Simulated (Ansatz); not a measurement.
# C2H10GeN2: one species, many methods

An exercise on one series of results from a longer session: the logs are not shown, and one member is left open.

Computed with Ansatz 0.2.0, Gaussian basis. Level: functionals in def2-TZVPP, the program's frozen cores in correlated methods.

Plan: LDA (SPW92), PBE-D4, revPBE-D4, BLYP-D4, r2SCAN-D4, B97M-V, PBE0-D4, B3LYP-D4, r2SCANh-D4, r2SCAN0-D4, HSE06-D4, BHLYP-D4, CAM-B3LYP-D4, LC-ωPBE, ωB97X-V, ωB97M-V, B2PLYP, PBE-QIDH; CCSD(T)/def2-SVP; MP2/def2-TZVPP; MP2/def2-QZVPP; RPA on PBE.

**The geometry**

An earlier PBE0-D4 in a triple-zeta def2 set relaxation fixed the geometry.

SMILES `C[NH][GeH2][NH]C`, 15 atoms, charge 0, spin multiplicity 1.

Atoms are counted from 1 here; the program's logs count them from 0.

Bond lengths: C1–N2 1.448 Å, C1–H6 1.093 Å, C1–H7 1.094 Å, C1–H8 1.098 Å, N2–Ge3 1.827 Å, N2–H9 1.008 Å, Ge3–N4 1.839 Å, Ge3–H10 1.538 Å, Ge3–H11 1.547 Å, N4–C5 1.447 Å, N4–H12 1.009 Å, C5–H13 1.100 Å, C5–H14 1.094 Å, C5–H15 1.094 Å. Angles: N2–C1–H6 109.6°, N2–C1–H7 110.3°, N2–C1–H8 114.5°, H6–C1–H7 107.0°, H6–C1–H8 107.0°, H7–C1–H8 108.2°, C1–N2–Ge3 120.1°, C1–N2–H9 113.0°, Ge3–N2–H9 114.5°, N2–Ge3–N4 110.2°, N2–Ge3–H10 110.1°, N2–Ge3–H11 104.9°, N4–Ge3–H10 105.0°, N4–Ge3–H11 113.9°, H10–Ge3–H11 112.9°, Ge3–N4–C5 119.4°, Ge3–N4–H12 114.6°, C5–N4–H12 112.7° and more.

Set-up of the first run:

The input, in.yaml:

```yaml
crystal:
  periodic: [false, false, false]
  atoms:
    - {symbol: C, position_ang: [-1.670622, 1.121202, 0.781048]}
    - {symbol: N, position_ang: [-0.251799, 1.193921, 1.063471]}
    - {symbol: Ge, position_ang: [0.766883, -0.322617, 1.037159]}
    - {symbol: N, position_ang: [0.410853, -1.300418, -0.478530]}
    - {symbol: C, position_ang: [0.820221, -0.786335, -1.767835]}
    - {symbol: H, position_ang: [-2.121598, 0.320932, 1.374097]}
    - {symbol: H, position_ang: [-2.164590, 2.052776, 1.073167]}
    - {symbol: H, position_ang: [-1.915153, 0.918554, -0.270325]}
    - {symbol: H, position_ang: [0.190354, 2.001687, 0.652620]}
    - {symbol: H, position_ang: [0.374231, -1.242935, 2.205172]}
    - {symbol: H, position_ang: [2.227303, 0.178061, 1.130934]}
    - {symbol: H, position_ang: [0.572122, -2.292461, -0.385610]}
    - {symbol: H, position_ang: [1.901497, -0.845013, -1.962542]}
    - {symbol: H, position_ang: [0.305708, -1.314482, -2.576612]}
    - {symbol: H, position_ang: [0.532790, 0.266329, -1.846814]}
basis:
  gaussian: {orbitals: def2-TZVPP}
hamiltonian: {xc: lda}
output: {orbitals: {seedname: orbitals}}
```

Started as:

```sh
> ansatz run in.yaml --threads 4 --pin off --events-out ev --progress --plain --max-ram 11315MiB
```

Steps of the session up to this table: LDA; PBE-D4 (GGA); revPBE-D4 (GGA); BLYP-D4 (GGA); r2SCAN-D4 (meta-GGA); B97M-V (meta-GGA); PBE0-D4 (hybrid); B3LYP-D4 (hybrid); r2SCANh-D4 (hybrid); r2SCAN0-D4 (hybrid); HSE06-D4 (hybrid); BHLYP-D4 (hybrid); CAM-B3LYP-D4 (range-separated); LC-ωPBE (range-separated); ωB97X-V (range-separated); ωB97M-V (range-separated); B2PLYP (double hybrid); PBE-QIDH (double hybrid).

One table of the session follows, with a row left open; its other results are not shown here.

It belongs to the step «Frontier levels by functional». 

```
  functional  HOMO (eV)  LUMO (eV)  gap (eV)
 LDA (SPW92)      -5.27      -0.20      5.08
      PBE-D4      -5.16       0.03      5.19
   revPBE-D4      -5.11       0.15      5.26
     BLYP-D4      -5.06       0.07      5.12
   r2SCAN-D4      -5.43       0.56      6.00
      B97M-V      -5.60       0.17      5.77
     PBE0-D4      -6.54       0.86      7.40
    B3LYP-D4      -6.32       0.55      6.87
  r2SCANh-D4      -5.95       0.83      6.78
  r2SCAN0-D4      -6.74       1.20      7.94
    HSE06-D4      -6.14       0.48      6.62
    BHLYP-D4      -7.87       1.52      9.39
CAM-B3LYP-D4      -7.95       1.67      9.62
     LC-ωPBE          ?          ?         ?
     ωB97X-V      -8.98       2.73     11.71
     ωB97M-V      -8.89       2.34     11.24
```

Estimate the missing values for LC-ωPBE.

As computed: HOMO (eV): -9.31; LUMO (eV): 2.95; gap (eV): 12.26. In the column «HOMO (eV)» it is the lowest.
